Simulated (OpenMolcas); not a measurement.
# Rh⁴⁺ among point charges: CASSCF and CASPT2 levels and susceptibility

How does a field of 4 point charges split the states of Rh⁴⁺, and what χT follows?

Program: OpenMolcas 26.06. Level of theory: state-averaged CASSCF and CASPT2, spin-orbit coupling by RASSI with atomic mean-field integrals. These are calculated values, not measurements, unless marked.

### 1 The atom as given

* Species: Rh⁴⁺ (rhodium, Z = 45, 41 electrons)
* Basis: ANO-RCC-VTZP [7s6p4d2f1g], 68 functions
* Scalar Hamiltonian: DKH2, point nucleus
* Inactive shells: 1s 2s 2p 3s 3p 3d 4s 4p
* Active space: 5 electrons in 5 orbitals (4d)
* Some configurations of this space: 4d5
* Orbitals: optimised for each spin and parity, averaged over all roots

Outer shells as boxes (Hund's rule):

4d5
```
4d [↑ ][↑ ][↑ ][↑ ][↑ ]
```

The ion sits among 4 point charges of -2.5 e arranged as a tetrahedron (Td), 1.81 Å from the ion.

The work runs as a chain of OpenMolcas steps in one folder; each step below is one input file. Labels, J, g values, rates, χT and fits are worked out afterwards by a script from the matrices that RASSI stores.

### 2 GATEWAY and SEWARD: basis and integrals

a.inp

```
&GATEWAY
Coord
1

Rh 0.0 0.0 0.0
Basis=ANO-RCC-VTZP
Group=NoSym
NoMove
AngMom=0.0 0.0 0.0
AMFI
XField
4 Angstrom 0
1.045004 1.045004 1.045004 -2.500000
1.045004 -1.045004 -1.045004 -2.500000
-1.045004 1.045004 -1.045004 -2.500000
-1.045004 -1.045004 1.045004 -2.500000
&SEWARD
```

Run with:

```bash
$ OMP_NUM_THREADS=1 MOLCAS_MEM=1689 MOLCAS_PROJECT=a pymolcas a.inp > a.log
```

### 3 Reference wave functions, sextets, 1 root

a.inp

```
&RASSCF
FileOrb=start.orb
Symmetry=1
Spin=6
nActEl=5 0 0
Inactive=18
Ras2=5
CIRoot=1 1 1
SDav=1
CIMx=300
Iter=120 100
PrWF=0.3
OrbListing=Nothing
MaxOrb=0
>>> COPY $Project.JobIph JOB001
```

start.orb holds the contracted functions of the basis, ordered by shell, or the orbitals of the step before.

### 4 Reference wave functions, quartets, 24 roots

a.inp

```
&RASSCF
FileOrb=start.orb
Symmetry=1
Spin=4
nActEl=5 0 0
Inactive=18
Ras2=5
CIRoot=24 24 1
SDav=24
CIMx=300
Iter=120 100
PrWF=0.3
OrbListing=Nothing
MaxOrb=0
>>> COPY $Project.JobIph JOB002
```

### 5 CASSCF: doublets, 75 roots

a.inp

```
&RASSCF
FileOrb=start.orb
Symmetry=1
Spin=2
nActEl=5 0 0
Inactive=18
Ras2=5
CIRoot=75 75 1
SDav=75
CIMx=300
Iter=120 100
PrWF=0.3
OrbListing=Nothing
MaxOrb=0
>>> COPY $Project.JobIph JOB003
```

### 6 State interaction with spin-orbit coupling

a.inp

```
&RASSI
NrOfJobIphs=3 1 24 75
1
1 2 3 4 5 6 7 8 9 10 11 12 13 14 15 16 17 18 19 20 21 22 23 24
1 2 3 4 5 6 7 8 9 10 11 12 13 14 15 16 17 18 19 20 21 22 23 24 25 26 27
28 29 30 31 32 33 34 35 36 37 38 39 40 41 42 43 44 45 46 47 48 49 50 51
52 53 54 55 56 57 58 59 60 61 62 63 64 65 66 67 68 69 70 71 72 73 74 75
IphNames
JOB001
JOB002
JOB003
EJob
SpinOrbit
DIPRint=1.0
SOCoupling=1000.0
Subsets=2
Property=9
'ANGMOM' 1 'ANGMOM' 2 'ANGMOM' 3 'MLTPL  1' 1 'MLTPL  1' 2 'MLTPL  1' 3
'AMFI' 1 'AMFI' 2 'AMFI' 3
SOProperty=3
'ANGMOM' 1 'ANGMOM' 2 'ANGMOM' 3
```

### 7 CASPT2: IPEA 0.25, imaginary shift 0.1 (closed shells correlated: 4s 4p)

a.inp

```
>>> COPY JOB001 $Project.JobIph
&CASPT2
Multistate=1 1
Frozen=14
IPEA=0.25
Imaginary=0.1
MaxIter=60
WThr=0.0 0.3 0.05
PrWF=0.5
NoMix
>>> COPY JOB002 $Project.JobIph
&CASPT2
Multistate=24 1 2 3 4 5 6 7 8 9 10 11 12 13 14 15 16 17 18 19 20 21 22
23 24
NoMult
Frozen=14
IPEA=0.25
Imaginary=0.1
MaxIter=60
WThr=0.0 0.3 0.05
PrWF=0.5
NoMix
>>> COPY JOB003 $Project.JobIph
&CASPT2
Multistate=75 1 2 3 4 5 6 7 8 9 10 11 12 13 14 15 16 17 18 19 20 21 22
23 24 25 26 27 28 29 30 31 32 33 34 35 36 37 38 39 40 41 42 43 44 45 46
47 48 49 50 51 52 53 54 55 56 57 58 59 60 61 62 63 64 65 66 67 68 69 70
71 72 73 74 75
NoMult
Frozen=14
IPEA=0.25
Imaginary=0.1
MaxIter=60
WThr=0.0 0.3 0.05
PrWF=0.5
NoMix
```

(Steps that only read results are left out.)

What does the calculation give? Wanted: spin-free ground state; lowest level; next level.

**Answer**, as computed:

```
                 quantity                                                                        value
                   method  SS-CASPT2, IPEA 0.25, imaginary shift 0.1 (closed shells correlated: 4s 4p)
   spin-free ground state                                              6A1, 1-fold in its orbital part
             lowest level                                              2-fold Γ7, g = 3.33, 3.33, 3.33
               next level                                                                     0.1 cm⁻¹
              χT at 300 K                                                               4.37 cm³ K/mol
effective moment at 300 K                                                                      5.91 μB
```

Cost by method:

| method | time of its own steps | time with the reference |
| --- | --- | --- |
| A. CASSCF | 35 s | 35 s |
| B. SS-CASPT2, IPEA 0.25, imaginary shift 0.1, +4s 4p | 30 s | 64 s |

Times are of one thread on a shared host.

In words: The spin-free ground state (6A1) comes to 100 % from free-ion S terms and keeps the highest spin of the shell. χT at 300 K is 4.37, against 4.39 cm³ K/mol for the spin alone, as a half-filled shell (L = 0) has no orbital moment. An active space of the d shell alone favours high spin; real ions in strong fields can be low spin. A ligand-field fit to the states below 45000 cm-1 gives 10Dq = -3653 cm-1, B = 754 cm-1 and C = 3772 cm-1 (C/B = 5.00), with a deviation of 465 cm-1. CASPT2 does not keep the components of a term degenerate, and the means are used. The field of point charges can differ much from that of real complexes. This is an electrostatic model: the charges have no orbitals.
